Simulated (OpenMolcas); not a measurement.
# One shape, several levels: CH3BF3Ge+ (SMILES [CH3][Ge+]([F])[B](F)F)

We compute a comparison of 6 runs (HF/3-21G, HF/def2-SVP, B3LYP/def2-SVP, BHLYP/def2-SVP, revPBE/def2-SVP, MP2/def2-SVP) of CH3BF3Ge+. 

The calculation is run with OpenMolcas 26.06.

## 1. Starting point

CH3BF3Ge+ has 9 atoms, charge +1, and is taken as a singlet. As SMILES, `[CH3][Ge+]([F])[B](F)F`. Geometry: a GFN2-xTB relaxation, a rough one for these elements and not checked as a minimum.

Bond lengths: C1–Ge2 2.003 Å, Ge2–F3 1.729 Å, Ge2–B4 2.228 Å, B4–F5 1.274 Å, B4–F6 1.276 Å, C1–H7 1.092 Å, C1–H8 1.097 Å, C1–H9 1.097 Å. Some angles: C1–Ge2–F3 103.8°, C1–Ge2–B4 154.9°, F3–Ge2–B4 101.3°, Ge2–B4–F5 115.3°, Ge2–B4–F6 119.5°, F5–B4–F6 125.2°, Ge2–C1–H7 111.8°, Ge2–C1–H8 107.1°, Ge2–C1–H9 107.2°, H7–C1–H8 110.9°.

## 2. Energy and forces at HF/3-21G (run 1)

File run.inp:

```
* CH3BF3Ge Hartree-Fock

&GATEWAY
 BasLib=$CurrDir
 BasisSet
 C.3-21G....
 C1 -1.827570 -0.232630 -0.019740 angstrom
 End of Basis
 BasisSet
 Ge.3-21G....
 Ge2 0.127990 0.202360 -0.000590 angstrom
 End of Basis
 BasisSet
 F.3-21G....
 F3 0.165210 1.931220 -0.020140 angstrom
 F5 3.084040 0.724700 0.087070 angstrom
 F6 2.676590 -1.500590 -0.012720 angstrom
 End of Basis
 BasisSet
 B.3-21G....
 B4 2.303130 -0.280720 0.029180 angstrom
 End of Basis
 BasisSet
 H.3-21G....
 H7 -2.003290 -1.308940 -0.075000 angstrom
 H8 -2.263930 0.280640 -0.885140 angstrom
 H9 -2.262170 0.183950 0.897070 angstrom
 End of Basis

&SEWARD

&SCF
 Charge=1
 Thresholds=1e-10 1e-07 1e-07 1e-05
 PrOrbitals=1 2

&ALASKA
```

The basis set 3-21G is read from a file made from the Basis Set Exchange's data (not shown).

Command:

```console
$ export MOLCAS_MEM=2480
$ pymolcas run.inp > run.log
```

Standard output:

```text
--- Start Module: gateway ---
[...]
--- Stop Module: gateway /rc=_RC_ALL_IS_WELL_ ---
[...]
      Basis functions           73
[...]
--- Start Module: scf ---
[...]
       Convergence after  20 Iterations
[...]
::    Total SCF energy                              -2425.8826746877
[...]
      Total spin, S                                     0.0000000000
[...]
      Total electronic charge=   72.000000
      Total            charge=    1.000000
[...]
      Dipole Moment (debye):
      Origin of the operator (angstrom)=    0.7575    0.1923    0.0064
                   X= -3.9311E+00               Y= -3.1580E+00               Z=  1.7215E-03           Total=  5.0424E+00
      Center of Charge (angstrom)
[...]
--- Stop Module: scf /rc=_RC_ALL_IS_WELL_ ---
[...]
--- Start Module: alaska ---
[...]
 *              Molecular gradients               *
 **************************************************
  Irreducible representation: a
 ------------------------------------------------------------------------------------------
                              X                       Y                       Z
 ------------------------------------------------------------------------------------------
  C1               -2.23842930979110E-02    7.55363580872537E-03   -4.19216734801942E-04
  GE2               6.58569359670302E-03   -4.88070338865008E-02    8.60602405675176E-04
  F3                5.75963233717669E-04    3.82273014295080E-02   -4.87001414641919E-04
  F5               -2.66522847196491E-02   -4.02126574668671E-02   -2.24695019258103E-03
  F6               -1.11783295943031E-02    4.71069774225477E-02    1.73904272901015E-03
  B4                5.95858354900294E-02   -1.79619239280970E-03    6.65522953422780E-04
  H7                1.35078270725009E-04   -8.62415667868266E-03   -4.02411180526835E-04
  H8               -3.48942526512230E-03    3.71033571550083E-03   -6.38899908221857E-03
[...]
--- Stop Module: alaska /rc=_RC_ALL_IS_WELL_ ---
[...]
```

Wall time 6.9 s (1 thread of Intel Xeon Platinum 8375C at 2.90GHz (Ice Lake), shared host); peak memory 0.54 GiB.

## 3. Energy and gradient at HF/def2-SVP (run 2)

File job.inp:

```
* CH3BF3Ge Hartree-Fock

&GATEWAY
 BasLib=$CurrDir
 Coord
 9
 angstrom
 C       -1.827570      -0.232630      -0.019740
 Ge       0.127990       0.202360      -0.000590
 F        0.165210       1.931220      -0.020140
 B        2.303130      -0.280720       0.029180
 F        3.084040       0.724700       0.087070
 F        2.676590      -1.500590      -0.012720
 H       -2.003290      -1.308940      -0.075000
 H       -2.263930       0.280640      -0.885140
 H       -2.262170       0.183950       0.897070
 Basis=def2-SVP
 Group=NoSym

&SEWARD

&SCF
 Charge=1
 Thresholds=1e-10 1e-07 1e-07 1e-05
 PrOrbitals=0

&ALASKA
```

The basis set def2-SVP is read from a file made from the Basis Set Exchange's data (not shown).

Command:

```console
$ export MOLCAS_MEM=2480
$ pymolcas job.inp > job.log
```

Standard output:

```text
--- Start Module: gateway ---
[...]
--- Stop Module: gateway /rc=_RC_ALL_IS_WELL_ ---
[...]
      Basis functions          117
[...]
--- Start Module: scf ---
[...]
       Convergence after  18 Iterations
[...]
::    Total SCF energy                              -2437.2888796763
[...]
      Total spin, S                                     0.0000000000
[...]
      Total electronic charge=   72.000000
      Total            charge=    1.000000
[...]
      Dipole Moment (debye):
      Origin of the operator (angstrom)=    0.7575    0.1923    0.0064
                   X= -3.8212E+00               Y= -3.2072E+00               Z=  1.7790E-03           Total=  4.9888E+00
      Center of Charge (angstrom)
[...]
--- Stop Module: scf /rc=_RC_ALL_IS_WELL_ ---
[...]
--- Start Module: alaska ---
[...]
 *              Molecular gradients               *
 **************************************************
  Irreducible representation: a
 ------------------------------------------------------------------------------------------
                              X                       Y                       Z
 ------------------------------------------------------------------------------------------
  C1               -1.75643093981765E-02    5.36461567046853E-03   -1.30317990110845E-04
  GE2               1.08237380285541E-02   -3.03071503099410E-02    5.32706032482150E-04
  F3               -2.90842812336933E-04    2.38056235968429E-02   -2.86415170667909E-04
  B4                6.49212168832713E-03    2.99966763648185E-03   -1.51909970518449E-04
  F5                6.85146994196018E-03    4.93509730205233E-04    1.76005769737753E-04
  F6                3.45310899320594E-03   -1.58621700759198E-04    1.34025329793896E-04
  H7               -6.46855922351808E-04   -3.23753576493147E-03   -2.11163629650069E-04
  H8               -4.72615752880845E-03    6.35893760519313E-04   -2.18689051314769E-03
[...]
--- Stop Module: alaska /rc=_RC_ALL_IS_WELL_ ---
[...]
```

Run time: 25 s. Hardware: 1 thread of Intel Xeon Platinum 8375C at 2.90GHz (Ice Lake), shared host; peak memory 0.84 GiB.

Runs 3 to 5 aren't shown in full; the table further down has their settings and results.

## 4. The energy at MP2/def2-SVP (run 6)

File run.inp:

```
* CH3BF3Ge MP2
&GATEWAY
BasLib=$CurrDir
Coord
9
bohr
C     -3.45360677    -0.43960699    -0.03730319
Ge     0.24186605     0.38240498    -0.00111494
F      0.31220165     3.64947689    -0.03805908
B      4.35228493    -0.53048392     0.05514221
F      5.82799096     1.36948452     0.16453845
F      5.05802205    -2.83570413    -0.02403732
H     -3.78566945    -2.47353811    -0.14172946
H     -4.27820767     0.53033274    -1.67267218
H     -4.27488175     0.34761512     1.69521661
Basis=def2-SVP
Group=NoSym
&SEWARD
&SCF
Charge=1
Thresholds=1e-10 1e-07 1e-07 1e-05
PrOrbitals=1 2
&MBPT2
Frozen=14
```

The basis set def2-SVP is read from a file made from the Basis Set Exchange's data (not shown).

Command:

```console
$ export MOLCAS_MEM=2480
$ pymolcas run.inp > run.log
```

Standard output:

```text
--- Start Module: gateway ---
[...]
--- Stop Module: gateway /rc=_RC_ALL_IS_WELL_ ---
[...]
      Basis functions          117
[...]
--- Start Module: scf ---
[...]
       Convergence after  19 Iterations
[...]
::    Total SCF energy                              -2437.2888796765
[...]
      Total spin, S                                     0.0000000000
[...]
      Total electronic charge=   72.000000
      Total            charge=    1.000000
[...]
      Dipole Moment (debye):
      Origin of the operator (angstrom)=    0.7575    0.1923    0.0064
                   X= -3.8212E+00               Y= -3.2072E+00               Z=  1.7790E-03           Total=  4.9888E+00
      Center of Charge (angstrom)
[...]
--- Stop Module: scf /rc=_RC_ALL_IS_WELL_ ---
[...]
--- Start Module: mbpt2 ---
[...]
WARNING!
Default frozen orbitals as non valence orbitals is overwritten by user input.
Default values:  19
[...]
       Reference weight ( Cref**2 )         =        0.80340
::    Total MBPT2 energy                            -2438.2674592718
[...]
      Total MBPT2 calculations                           1.06      1.21
--- Stop Module: mbpt2 /rc=_RC_ALL_IS_WELL_ ---
[...]
```

It took 22 s on 1 thread of Intel Xeon Platinum 8375C at 2.90GHz (Ice Lake), shared host; peak memory 0.84 GiB.

## 5. Overview of the runs

```csv
run,level,integration grid,task,energy (Eh),HOMO energy (eV),LUMO energy (eV),HOMO–LUMO gap (eV),wall time
1,HF/3-21G,–,gradient,-2425.882675,-17.77,-5.91,11.86,6.9 s
2,HF/def2-SVP,–,gradient,-2437.288880,-17.93,-5.94,11.99,25 s
3,B3LYP/def2-SVP,UltraFine,gradient,-2440.638947,-14.51,-9.29,5.22,60 s
4,BHLYP/def2-SVP,UltraFine,gradient,-2440.420176,-16.03,-8.26,7.77,53 s
5,revPBE/def2-SVP,UltraFine,gradient,-2440.315906,-13.30,-9.70,3.60,68 s
6,MP2/def2-SVP,–,energy,-2438.267459,-17.93,-5.94,11.99,22 s
```

## 6. Summary of results

```
                                           quantity           value
                                run 6: total energy  -2438.26746 Eh
         run 6: HOMO energy (Hartree–Fock orbitals)       -17.93 eV
         run 6: LUMO energy (Hartree–Fock orbitals)        -5.94 eV
       run 6: HOMO–LUMO gap (Hartree–Fock orbitals)        11.99 eV
run 6: correlation energy (14 core orbitals frozen)      -978.6 mEh
```

In words: Over runs 1, 2, 3, 4, 5 the HOMO–LUMO gap runs from 3.60 eV (revPBE/def2-SVP) to 11.99 eV (HF/def2-SVP). Exact exchange widens orbital gaps. Totals of different functionals can't be ranked against each other. All runs together took 3.9 min, the longest 68 s.
